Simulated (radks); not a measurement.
# Ionisation of Se: one atom, several choices of exchange strength α

One table from this session's results is given with a row withheld; the runs are named, their logs left out.

Program: radks (a radial shooting solver on a logarithmic mesh, Libxc functionals) version 1. Level of theory: scalar-relativistic Kohn-Sham, spin-polarised, spherical densities, point nucleus; open shells are filled with parallel spins first. These are calculated values, not measurements, unless marked.

## What is computed

```
element       : selenium (Z = 34)
charge        : 0
electrons     : 34
configuration : [Ar] 3d10 4s2 4p4
ion           : Se⁺, [Ar] 3d10 4s2 4p3
choices       : α = 0.607; α = 0.667; α = 0.668; α = 0.731; α = 0.871
```

Outer shells as boxes (Hund's rule):

Se
```
[Ar] core
3d [↑↓][↑↓][↑↓][↑↓][↑↓]
4s [↑↓]
4p [↑↓][↑ ][↑ ]
```

Se⁺
```
[Ar] core
3d [↑↓][↑↓][↑↓][↑↓][↑↓]
4s [↑↓]
4p [↑ ][↑ ][↑ ]
```

Set-up of the first run:

The run's settings:

```text
Z 34
configuration [Ar] 3d10 4s2 4p4
relativity scalar-relativistic
functional xalpha 0.607
spin polarised
nucleus point
c 137.035999084
```

Steps of the session up to this table: α = 0.607: Se.

One table of the session follows, with a row left open; its other results are not shown here.

It belongs to the step «α = 0.607: Se». Sizes of the orbitals, from the radial functions (bohr):

| level | <r> | outermost maximum (interpolated) | 90 % within | nodes |
| --- | --- | --- | --- | --- |
| 3p up | 0.5929 | 0.502 | 0.909 | 1 |
| 3p down | 0.5924 | 0.502 | 0.908 | 1 |
| 3d up | 0.6377 | 0.453 | 1.06 | 0 |
| 3d down | 0.6350 | 0.453 | 1.06 | 0 |
| 4s up | 1.809 | 1.52 | 2.72 | 3 |
| 4s down | 1.807 | 1.50 | 2.72 | 3 |
| 4p up | ? | ? | ? | ? |
| 4p down | 2.429 | 1.82 | 3.88 | 2 |

Q: Estimate the row for 4p up from the others.

The run gave: <r>: 2.346; outermost maximum (interpolated): 1.82; 90 % within: 3.68; nodes: 2. In the column «<r>» it lies between 4s up (1.809) and 4p down (2.429).

Limits of these values: Open shells are spherical and high-spin; term and fine-structure splittings are not resolved.
